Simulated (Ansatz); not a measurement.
# CH₈SSi₂: small, medium and large basis sets

One table from this session's results is given with a row withheld; the runs are named, their logs left out.

Computed with Ansatz 0.2.0, Gaussian basis. Level: one geometry, several basis sets.

Plan: PBE0-D4/def2-SVP; ωB97M-V/def2-SVP; PBE0-D4/def2-QZVPP; ωB97M-V/def2-QZVPP; the functionals' def2-TZVPP values are taken from earlier runs.

## The relaxed structure

The geometry comes from an earlier relaxation with PBE0-D4 in a triple-zeta def2 set; it is a stationary point, not always the lowest conformer.

SMILES `C[SiH2][SiH2]S`, 12 atoms, charge 0, spin multiplicity 1.

Atoms are counted from 1 here; the program's logs count them from 0.

Bond lengths: C1–Si2 1.874 Å, C1–H5 1.092 Å, C1–H6 1.092 Å, C1–H7 1.092 Å, Si2–Si3 2.339 Å, Si2–H8 1.492 Å, Si2–H9 1.491 Å, Si3–S4 2.151 Å, Si3–H10 1.487 Å, Si3–H11 1.489 Å, S4–H12 1.344 Å. Angles: Si2–C1–H5 110.7°, Si2–C1–H6 110.9°, Si2–C1–H7 110.3°, H5–C1–H6 108.3°, H5–C1–H7 108.1°, H6–C1–H7 108.5°, C1–Si2–Si3 110.4°, C1–Si2–H8 110.5°, C1–Si2–H9 111.1°, Si3–Si2–H8 107.1°, Si3–Si2–H9 110.1°, H8–Si2–H9 107.6°, Si2–Si3–S4 109.3°, Si2–Si3–H10 111.9°, Si2–Si3–H11 112.3°, S4–Si3–H10 103.6°, S4–Si3–H11 111.2°, H10–Si3–H11 108.2° and more.

The first run:

Input file in.yaml:

```yaml
crystal:
  periodic: [false, false, false]
  atoms:
    - {symbol: C, position_ang: [-0.887216, 1.613750, -0.214571]}
    - {symbol: Si, position_ang: [-0.247604, 0.308632, 0.967625]}
    - {symbol: Si, position_ang: [1.292735, -1.081581, -0.111393]}
    - {symbol: S, position_ang: [0.353271, -1.994150, -1.817334]}
    - {symbol: H, position_ang: [-0.079586, 2.278104, -0.529257]}
    - {symbol: H, position_ang: [-1.665070, 2.218975, 0.255759]}
    - {symbol: H, position_ang: [-1.306133, 1.143130, -1.106526]}
    - {symbol: H, position_ang: [-1.365276, -0.558189, 1.442415]}
    - {symbol: H, position_ang: [0.378926, 0.933020, 2.168003]}
    - {symbol: H, position_ang: [2.417554, -0.309070, -0.703404]}
    - {symbol: H, position_ang: [1.864103, -2.109188, 0.802615]}
    - {symbol: H, position_ang: [-0.678705, -2.498735, -1.119831]}
basis:
  gaussian: {orbitals: def2-SVP}
hamiltonian: {xc: pbe0, dispersion: d4}
output: {orbitals: {seedname: orbitals}}
```

The run is started by

```
ansatz run in.yaml --threads 4 --pin off --events-out ev --progress --plain --max-ram 10444MiB
```

Steps of the session up to this table: PBE0-D4 in def2-SVP; ωB97M-V in def2-SVP; PBE0-D4 in def2-QZVPP; ωB97M-V in def2-QZVPP.

One of the session's tables, all rows but one given; the rest of the session is left out.

It belongs to the step «Density functionals: the series». 

| functional | basis | HOMO (eV) | LUMO (eV) |
| --- | --- | --- | --- |
| PBE0-D4 | def2-SVP | -7.09 | 0.07 |
| PBE0-D4 | def2-TZVPP | -7.18 | -0.23 |
| PBE0-D4 | def2-QZVPP | ? | ? |
| ωB97M-V | def2-SVP | -9.15 | 1.97 |
| ωB97M-V | def2-TZVPP | -9.27 | 1.51 |
| ωB97M-V | def2-QZVPP | -9.30 | 1.17 |

Estimate the missing values for PBE0-D4, def2-QZVPP.

As computed: HOMO (eV): -7.20; LUMO (eV): -0.36. In the column «HOMO (eV)» it lies between ωB97M-V, def2-SVP (-9.15) and PBE0-D4, def2-TZVPP (-7.18).
